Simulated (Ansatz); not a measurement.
# Au (Au (111), 5 layers): a relaxation

The task is a relaxation on Au (Au (111), 5 layers). The structure is shown as the input types it.

Method: DFT, PBEsol, PAW with Ansatz's default frozen-core files, scalar-relativistic, computed with Ansatz 0.2.0.

**1. The run**

Contents of input.yaml:

```yaml
crystal:
  lattice:
    - [2.8875034118, 0.0, 0.0]
    - [-1.4437517059, 2.5006513081, 0.0]
    - [0.0, 0.0, 25.4305]
  atoms:
    - { symbol: au, position: [0.833333333, 0.166666667, 0.3145819657] }
    - { symbol: Au, position: [0.166666667, 0.833333333, 0.4072909826] }
    - { symbol: Au, position: [0.5, 0.5, 0.5] }
    - { symbol: Au, position: [0.833333333, 0.166666667, 0.5927090174] }
    - { symbol: Au, position: [0.166666667, 0.833333333, 0.6854180343] }
kpoints:
  mp_grid: { grid: [14, 14, 1] }
scf:
  occupations: { method: fermi_dirac, width: 0.1 }
  max_iter: 60
hamiltonian:
  xc: pbesol
  pseudopotentials: { kind: paw }
output:
  forces: true
  stress: true
  eigenvalues: true
relax:
  f_tol: 0.01
  max_steps: 40
efield:
  axis: 3
  amplitude: 0
  dipole_correction: true
```

On the command line:

```
> ansatz run input.yaml --threads 2 --pin off --max-ram 4096MiB --backend cpu --events-out ev --progress --plain --runs-dir out
```

What it wrote:

```text
Error: YAML parse error: error: line 7 column 17: `au` is not an element symbol (H … Og, case-exact)
 --> <input>:7:17
  |
5 |     - [0.0, 0.0, 25.4305]
6 |   atoms:
7 |     - { symbol: au, position: [0.833333333, 0.166666667, 0.3145819657] }
  |                 ^ `au` is not an element symbol (H … Og, case-exact)
8 |     - { symbol: Au, position: [0.166666667, 0.833333333, 0.4072909826] }
9 |     - { symbol: Au, position: [0.5, 0.5, 0.5] }
  |
```

Run time: 0.06 s. Hardware: 2 threads of AMD EPYC 7R43 (Zen 3), shared host; peak memory 0.026 GiB.

**2. Reading the log**

The run ended at the input check. The line that matters: «line 7 column 17: `au` is not an element symbol (H … Og, case-exact)»

The element symbol can't be resolved, so no basis or potential can be found for that atom.

Fix: write the element's symbol correctly.

**3. Second try**

Other changes include scf.max_iter.

Edit input.yaml of step 1 so:

```diff
@@ -6,3 +6,3 @@
   atoms:
-    - { symbol: au, position: [0.833333333, 0.166666667, 0.3145819657] }
+    - { symbol: Au, position: [0.833333333, 0.166666667, 0.3145819657] }
     - { symbol: Au, position: [0.166666667, 0.833333333, 0.4072909826] }
@@ -15,3 +15,2 @@
   occupations: { method: fermi_dirac, width: 0.1 }
-  max_iter: 60
 hamiltonian:
```

On the command line:

```
> ansatz run input.yaml --threads 2 --pin off --max-ram 4096MiB --backend cpu --events-out ev --progress --plain --runs-dir out
```

The main lines of its log:

```text
[...]
Basis set: ecut = 420 eV, 3577 PW (Γ), exchange–correlation on 40×40×360 points (8 copies of the dense FFT grid, shifted against one another)
[...]
k-points: 24 of 196 (time reversal used)
[...]
SCF iter   1: F=—  HF=-65034.643945 eV  |F-HF|=—  |Δ(HF+E_count)|=         —  Δρ=5.99e-3  dr2=5.71e-1  ethr=1.77e-3  p=0.000 e·Å  D=2.34e-13 V/Å  ΔV_dip=-0.00 eV  dr2_dipole=8.48e-10  V_vac-E_F(+/−)=4.84/4.84 eV  ⟨swp⟩=8.8  Hψ=5890  notcnv=0  defer=16
[...]
preconditioner: auto → LDOS  [metal: Δε(μ)=0.028 eV  Ē_g=9.129 eV  σ=0.100 eV  W_gap=0.07  n_scr=18 (ndim 8)  ℏωp=20.3 eV  f_vac=0.498  D(μ)=1.90/eV (n_scr^D=10)  β→1.0]
SCF iter   2: F=—  HF=-65034.624459 eV  |F-HF|=—  |Δ(HF+E_count)|=   1.95e-2  Δρ=5.08e-3  dr2=5.71e-2  ethr=6.01e-4  p=-0.000 e·Å  D=-3.71e-6 V/Å  ΔV_dip=0.00 eV  dr2_dipole=5.66e-9  V_vac-E_F(+/−)=5.37/5.37 eV  ⟨swp⟩=3.0  Hψ=2330  notcnv=0  defer=53
[...]
relax step   1: F+E_penalty+E_count = -65034.61010844 eV  Δ(F+E_penalty+E_count) = +0.000e0 eV  max|allowed force component| = 1.254e-1 eV/Å  Δτ_max = 0.0000 Å  (9 SCF iters, dr2 threshold 2.50e-6 eV, accepted)
[...]
relax step   2: F+E_penalty+E_count = -65034.60781161 eV  Δ(F+E_penalty+E_count) = +2.297e-3 eV  max|allowed force component| = 1.863e-1 eV/Å  Δτ_max = 0.0458 Å  (8 SCF iters, dr2 threshold 9.82e-7 eV, rejected (line search))
[...]
SCF iter   7: F=-65034.612140 eV  HF=-65034.612140 eV  |F-HF|=4.45e-9  |Δ(HF+E_count)|=   4.89e-8  Δρ=9.27e-7  dr2=1.68e-9  ethr=4.04e-11  p=-0.000 e·Å  D=-8.59e-10 V/Å  ΔV_dip=0.00 eV  dr2_dipole=1.02e-15  V_vac-E_F(+/−)=5.32/5.32 eV  ⟨swp⟩=4.7  Hψ=5153  notc
SCF iter   8: F=-65034.612140 eV  HF=-65034.612140 eV  |F-HF|=7.28e-11  |Δ(HF+E_count)|=   5.01e-9  Δρ=2.45e-7  dr2=1.48e-10  ethr=1.77e-12  p=-0.000 e·Å  D=-6.55e-9 V/Å  ΔV_dip=0.00 eV  dr2_dipole=5.84e-16  V_vac-E_F(+/−)=5.32/5.32 eV  ⟨swp⟩=3.4  Hψ=3923  not
[...]
relax step   3: F+E_penalty+E_count = -65034.61213953 eV  Δ(F+E_penalty+E_count) = -2.031e-3 eV  max|allowed force component| = 3.538e-3 eV/Å  Δτ_max = 0.0196 Å  (8 SCF iters, accepted)
SCF converged after 8 iterations
Free energy (F): -65034.612140 eV
[...]
E sigma→0 (E₀):  -65034.583297 eV
[...]
Fermi energy:    6.584625 eV
Dipole field:    D = 0.000000 V/Å  (p = 0.000000 e·Å, saw-weighted, corrected)
[...]
  P = ⅓ Tr σ = -1.6379 GPa (-16.379 kbar)
[...]
--- Relaxed structure (3 steps of the walk, 2 accepted, 0 SCFs on fresh bases) ---
[...]
```

Run time: 62 s. Hardware: 2 threads of AMD EPYC 7R43 (Zen 3), shared host; peak memory 0.58 GiB.

**4. What came out**

| quantity | value |
| --- | --- |
| first try | refused |
| cause | no such element symbol |
| second try | converged |
| energy (zero set by the potentials) | -65034.6121 eV |
| gap on the mesh | none (metal on this mesh) |
| largest force | 0.004 eV/Å |

The second try converges.
